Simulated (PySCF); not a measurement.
**The bond of SrO, level by level**

The task here is to estimate one member of a computed series from the others.

Program: PySCF 2.14.0. Level of theory: Sr x2c-TZVPPall, O x2c-TZVPPall, spin-free X2C with a Gaussian nucleus. These are calculated values, not measurements.

The first run:

A driver script around PySCF takes these settings:

| Quantity | Value |
| --- | --- |
| atoms | Sr, O |
| charge | 0 |
| basis | Sr x2c-TZVPPall, O x2c-TZVPPall |
| Hamiltonian | spin-free X2C with a Gaussian nucleus |
| basis functions | 110 |
| electrons treated | 46 |
| masses in u | 87.9056, 15.9949 |
| levels | PBE0, PBE, r²SCAN, M06, TPSS, r²SCANh, B3LYP, ωB97X-V, HF, MP2, SCS-MP2, CCSD, CCSD(T) |
| grid | 80 radial by 434 angular points |
| occupations | held fixed by the projection of orbital angular momentum |
| dissociation limit | Sr + O, each in its ground configuration |
| starting distance in angstrom | 2.310 |
| values of 2S to try | 0, 2 |

The run is started by

```console
> OMP_NUM_THREADS=2 python dia.py task.json out
```

Among the steps run: Set-up; PBE0 along the bond; Other states along the same grid; PBE; r²SCAN (meta-GGA); M06; TPSS; r²SCANh; B3LYP; ωB97X-V; RHF (mean field); Correlated methods on the Hartree–Fock reference.

One table of the session follows, with a row left open; its other results are not shown here.

Energy (eV) from each level's lowest point:

```
R (Å)    RHF  RHF-MP2  RHF-SCS-MP2  RHF-CCSD  RHF-CCSD(T)
1.633  1.355    1.467        1.489       n/a          n/a
1.709  0.633    0.702        0.719     0.657        0.728
1.785  0.211    0.252        0.263     0.226        0.273
1.842      ?        ?            ?         ?            ?
1.899  0.000    0.000        0.000     0.000        0.004
1.956  0.037    0.008        0.003     0.023        0.000
2.032  0.194    0.111        0.103     0.152        0.081
2.127  0.517    0.338        0.328     0.423        0.262
2.241  1.023    0.669        0.664     0.839        0.502
2.393  1.773    1.016        1.007       n/a          n/a
```

**Question.** Estimate the row for R (Å) = 1.842.

Worked estimate for «RHF». A straight line through the neighbours (1.785, 0.211) and (1.899, 0.000) gives 0.211 + (0.000 − 0.211) × (1.842 − 1.785) / (1.899 − 1.785) = 0.105; a parabola fitted to 4 rows on both sides gives 0.048.

**Answer.** RHF: 0.051; RHF-MP2: 0.074; RHF-SCS-MP2: 0.079; RHF-CCSD: 0.061; RHF-CCSD(T): 0.087. In «RHF» the line misses by +0.054 and the parabola by -0.003.
